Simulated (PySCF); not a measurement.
**Br2 (bromine): levels of theory compared**

Wanted: a comparison of 5 runs (HF/3-21G, B3LYP/6-31G*, PBE0/def2-SVP, M06-2X/cc-pVTZ, B2PLYP/def2-TZVP) of Br2 (bromine). Input form: a Python script.

The calculation is run with PySCF 2.14.0.

### Step 1. The structure to begin with

Br2: 2 atoms, total charge 0, spin state singlet. SMILES: `BrBr`. Geometry: relaxed at PBE0-D4/def2-TZVP.

Bond lengths: Br1–Br2 2.281 Å.

### Step 2. Energy and gradient at HF/3-21G (run 1)

The input, job.py:

```python
# BrBr
import pyscf.grad
from pyscf import gto, scf

mol = gto.Mole()
mol.atom = 'Br 0.972980 -0.325390 0.498520; Br -0.972980 0.325390 -0.498520'
mol.basis = '3-21g'
mol.charge = 0
mol.max_memory = 1860
mol.verbose = 3
mol.build()

hf = scf.RHF(mol)
hf.conv_tol = 1e-10
hf.kernel()
if not hf.converged:
    hf = hf.newton().run(hf.mo_coeff, hf.mo_occ)

etot = hf.e_tot
print('E(%s) = %.9f' % ('HF', etot))
grad = hf.Gradients().kernel()
hf.analyze()
```

Launch:

```bash
OMP_NUM_THREADS=1 python job.py
```

The log of the run:

```text
converged SCF energy = -5120.0696864599
E(HF) = -5120.069686460
--------------- RHF gradients ---------------
         x                y                z
0 Br    -0.0533000676     0.0178249389    -0.0273090400
1 Br     0.0533000676    -0.0178249389     0.0273090400
----------------------------------------------
**** MO energy ****
MO #1   energy= -486.820510858404  occ= 2
MO #2   energy= -486.820434978804  occ= 2
MO #3   energy= -64.8286901335856  occ= 2
MO #4   energy= -64.8286136389719  occ= 2
MO #5   energy= -58.0172112497936  occ= 2
MO #6   energy= -58.0171734620025  occ= 2
MO #7   energy= -58.0147872357677  occ= 2
MO #8   energy= -58.0147872357676  occ= 2
MO #9   energy= -58.0146530612076  occ= 2
MO #10  energy= -58.0146530612075  occ= 2
MO #11  energy= -9.82327706334791  occ= 2
MO #12  energy= -9.8232479790421   occ= 2
MO #13  energy= -7.40748794261767  occ= 2
MO #14  energy= -7.40738876377845  occ= 2
MO #15  energy= -7.39246346662131  occ= 2
MO #16  energy= -7.39246346662127  occ= 2
MO #17  energy= -7.39245504218223  occ= 2
MO #18  energy= -7.39245504218219  occ= 2
MO #19  energy= -3.1377714996849   occ= 2
MO #20  energy= -3.13601756651377  occ= 2
MO #21  energy= -3.13099478381208  occ= 2
MO #22  energy= -3.13099478381206  occ= 2
MO #23  energy= -3.13091083451909  occ= 2
MO #24  energy= -3.13091083451908  occ= 2
MO #25  energy= -3.11438361610851  occ= 2
MO #26  energy= -3.11438361610849  occ= 2
MO #27  energy= -3.11437481518375  occ= 2
MO #28  energy= -3.11437481518373  occ= 2
MO #29  energy= -1.10701896991435  occ= 2
MO #30  energy= -0.939485663340252 occ= 2
MO #31  energy= -0.513948132422439 occ= 2
MO #32  energy= -0.500906539543389 occ= 2
MO #33  energy= -0.500906539543366 occ= 2
MO #34  energy= -0.400150457425616 occ= 2
MO #35  energy= -0.400150457425597 occ= 2
MO #36  energy= 0.00890609694381417 occ= 0
MO #37  energy= 0.745216688907809  occ= 0
MO #38  energy= 0.775502672488302  occ= 0
MO #39  energy= 0.791371478342827  occ= 0
MO #40  energy= 0.791371478342912  occ= 0
MO #41  energy= 0.856530884322828  occ= 0
MO #42  energy= 0.856530884322888  occ= 0
MO #43  energy= 0.931086630863645  occ= 0
MO #44  energy= 0.945282454938392  occ= 0
 ** Mulliken atomic charges  **
charge of    0Br =     -0.00000
charge of    1Br =      0.00000
Dipole moment(X, Y, Z, Debye):  0.00000, -0.00000,  0.00000
```

Wall time 3.9 s (1 thread of Intel Xeon at 2.50GHz (Skylake/Cascade Lake), shared host); peak memory 0.12 GiB.

### Step 3. Energy and forces at B3LYP/6-31G(d) (spherical functions) (run 2)

The input, input.py:

```python
# BrBr
from pyscf import gto, dft

system = gto.M(
    atom='''
Br     1.838666    -0.614898     0.942066
Br    -1.838666     0.614898    -0.942066
''',
    unit='bohr',
    verbose=3,
    basis='6-31g*',
    max_memory=1860,
)

myscf = dft.RKS(system)
myscf.xc = 'b3lyp'
myscf.conv_tol = 1e-10
myscf.grids.level = 5
myscf.kernel()
if not myscf.converged:
    myscf = myscf.newton().run(myscf.mo_coeff, myscf.mo_occ)

etot = myscf.e_tot
print(f'total energy: {etot:.8f} hartree')
grad = myscf.nuc_grad_method().kernel()
dip = myscf.dip_moment()
pop, q = myscf.mulliken_pop()
```

Launch:

```bash
OMP_NUM_THREADS=1 python input.py
```

The log of the run:

```text
converged SCF energy = -5147.73660341887
total energy: -5147.73660342 hartree
--------------- RKS gradients ---------------
         x                y                z
0 Br    -0.0117447621     0.0039307539    -0.0060127628
1 Br     0.0117447621    -0.0039307539     0.0060127628
----------------------------------------------
Dipole moment(X, Y, Z, Debye): -0.00000,  0.00000, -0.00000
 ** Mulliken pop  **
pop of  0 Br 1s           1.99998
pop of  0 Br 2s           1.99954
pop of  0 Br 3s           1.99907
pop of  0 Br 4s           1.67126
pop of  0 Br 5s           0.30514
pop of  0 Br 2px          1.99970
pop of  0 Br 2py          1.99979
pop of  0 Br 2pz          1.99978
pop of  0 Br 3px          1.99360
pop of  0 Br 3py          1.99611
pop of  0 Br 3pz          1.99569
pop of  0 Br 4px          1.00279
pop of  0 Br 4py          1.39990
pop of  0 Br 4pz          1.33253
pop of  0 Br 5px          0.27609
pop of  0 Br 5py          0.51362
pop of  0 Br 5pz          0.47332
pop of  0 Br 3dxy         1.38939
pop of  0 Br 3dyz         1.39046
pop of  0 Br 3dz^2        1.38994
pop of  0 Br 3dxz         1.38925
pop of  0 Br 3dx2-y2      1.38944
pop of  0 Br 4dxy         0.58395
pop of  0 Br 4dyz         0.58308
pop of  0 Br 4dz^2        0.58353
pop of  0 Br 4dxz         0.58397
pop of  0 Br 4dx2-y2      0.58385
pop of  0 Br 5dxy         0.03638
pop of  0 Br 5dyz         0.02963
pop of  0 Br 5dz^2        0.03229
pop of  0 Br 5dxz         0.03946
pop of  0 Br 5dx2-y2      0.03747
pop of  1 Br 1s           1.99998
pop of  1 Br 2s           1.99954
pop of  1 Br 3s           1.99907
pop of  1 Br 4s           1.67126
pop of  1 Br 5s           0.30514
pop of  1 Br 2px          1.99970
pop of  1 Br 2py          1.99979
pop of  1 Br 2pz          1.99978
pop of  1 Br 3px          1.99360
pop of  1 Br 3py          1.99611
pop of  1 Br 3pz          1.99569
pop of  1 Br 4px          1.00279
pop of  1 Br 4py          1.39990
pop of  1 Br 4pz          1.33253
pop of  1 Br 5px          0.27609
pop of  1 Br 5py          0.51362
pop of  1 Br 5pz          0.47332
pop of  1 Br 3dxy         1.38939
pop of  1 Br 3dyz         1.39046
pop of  1 Br 3dz^2        1.38994
pop of  1 Br 3dxz         1.38925
pop of  1 Br 3dx2-y2      1.38944
pop of  1 Br 4dxy         0.58395
pop of  1 Br 4dyz         0.58308
pop of  1 Br 4dz^2        0.58353
pop of  1 Br 4dxz         0.58397
pop of  1 Br 4dx2-y2      0.58385
pop of  1 Br 5dxy         0.03638
pop of  1 Br 5dyz         0.02963
pop of  1 Br 5dz^2        0.03229
pop of  1 Br 5dxz         0.03946
pop of  1 Br 5dx2-y2      0.03747
 ** Mulliken atomic charges  **
charge of    0Br =     -0.00000
charge of    1Br =      0.00000
```

It took 30 s on 1 thread of Intel Xeon at 2.50GHz (Skylake/Cascade Lake), shared host; peak memory 0.63 GiB.

Runs 3 to 4 aren't shown in full; the table further down has their settings and results.

### Step 4. A single-point energy at B2PLYP/def2-TZVP (run 5)

The input, input.py:

```python
from pyscf import gto, dft, mp

system = gto.Mole()
system.atom = '''
Br     0.972980    -0.325390     0.498520
Br    -0.972980     0.325390    -0.498520
'''
system.max_memory = 1860
system.verbose = 3
system.basis = 'def2-tzvp'
system.build()

myscf = dft.RKS(system, xc='0.53*HF + 0.47*B88, 0.73*LYP')
myscf.conv_tol = 1e-10
myscf.grids.level = 5
myscf.kernel()
if not myscf.converged:
    myscf = myscf.newton().run(myscf.mo_coeff, myscf.mo_occ)

pt = mp.MP2(myscf, frozen=18).run()
energy = myscf.e_tot + 0.27 * pt.e_corr
print('PT2 part  %.8f' % (0.27 * pt.e_corr))
print('E = %.10f Eh' % energy)
dip = myscf.dip_moment()
pop, q = myscf.mulliken_pop()
```

Launch:

```bash
OMP_NUM_THREADS=1 python input.py
```

The log of the run:

```text
converged SCF energy = -5147.35960251229
[... 4 lines left out ...]
Dipole moment(X, Y, Z, Debye):  0.00000, -0.00000,  0.00000
[... 99 lines left out ...]
charge of    1Br =     -0.00000
```

Run time: 14 s. Hardware: 1 thread of Intel Xeon at 2.50GHz (Skylake/Cascade Lake), shared host; peak memory 0.46 GiB.

### Step 5. The series

| run | level | integration grid | task | energy (Eh) | dipole moment (D) | HOMO energy (eV) | LUMO energy (eV) | wall time |
| --- | --- | --- | --- | --- | --- | --- | --- | --- |
| 1 | HF/3-21G | – | gradient | -5120.069686 | 0.00 | -10.89 | 0.24 | 3.9 s |
| 2 | B3LYP/6-31G* (spherical functions) | 5 | gradient | -5147.736603 | 0.00 | -7.81 | -3.83 | 30 s |
| 3 | PBE0/def2-SVP | 5 | gradient | -5147.077779 | 0.00 | -8.00 | -3.46 | 17 s |
| 4 | M06-2X/cc-pVTZ | 5 | gradient | -5148.470240 | 0.00 | -9.30 | -2.54 | 60 s |
| 5 | B2PLYP/def2-TZVP | 5 | energy | -5147.534883 | 0.00 | -9.15 | -2.16 | 14 s |

### Step 6. Outcome

| quantity | value |
| --- | --- |
| run 5: total energy | -5147.53488 Eh |
| run 5: dipole moment (SCF part) | 0.00 D |
| run 5: HOMO energy (SCF part's orbitals) | -9.15 eV |
| run 5: LUMO energy (SCF part's orbitals) | -2.16 eV |
| run 5: HOMO–LUMO gap (SCF part's orbitals) | 6.99 eV |

The HOMO–LUMO gap runs from 3.98 eV (B3LYP/6-31G*) to 11.13 eV (HF/3-21G). The two ends differ in method and basis. Totals of different functionals can't be ranked against each other. All runs together took 2.1 min, the longest 60 s.
